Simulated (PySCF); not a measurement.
# C5H5N3: the cost of one run

Computed with PySCF 2.14.0 and routines of our own; the level stands in each step. Atoms count from 0.

## (1) The system as given

13 atoms, charge 0, multiplicity 1; geometry from: GFN2-xTB.

## (2) Relaxing the molecule at PBE0-D3(BJ)/def2-SVP

Job settings and geometry (Å):

```
{"job": {"xc": "PBE0", "basis": "def2-SVP", "d3": "d3bj", "grid": 2, "kind": "geom"}, "charge": 0, "multiplicity": 1}
C     -2.503529     0.187011     0.056083
C     -1.497460    -0.667654     0.199590
C     -0.105337    -0.271488     0.060325
N      0.188419     1.000465    -0.224926
C      1.470586     1.274353    -0.333211
N      2.461206     0.408132    -0.182372
C      2.069122    -0.824660     0.097405
N      0.819817    -1.219823     0.228859
H     -3.529635    -0.120621     0.160551
H     -2.311994     1.222102    -0.171587
H     -1.647208    -1.712651     0.427683
H      1.739878     2.297775    -0.566167
H      2.841747    -1.572456     0.230039
```

Command:

```bash
$ OMP_NUM_THREADS=1 python excited_run.py task.json out
```

This one command runs all jobs of the session in turn.

**Question.** How long does this first job take on 1 thread of Intel Xeon Platinum 8488C, shared host, and how much memory does it need?

About 35 s, with a peak of 0.7 GiB.
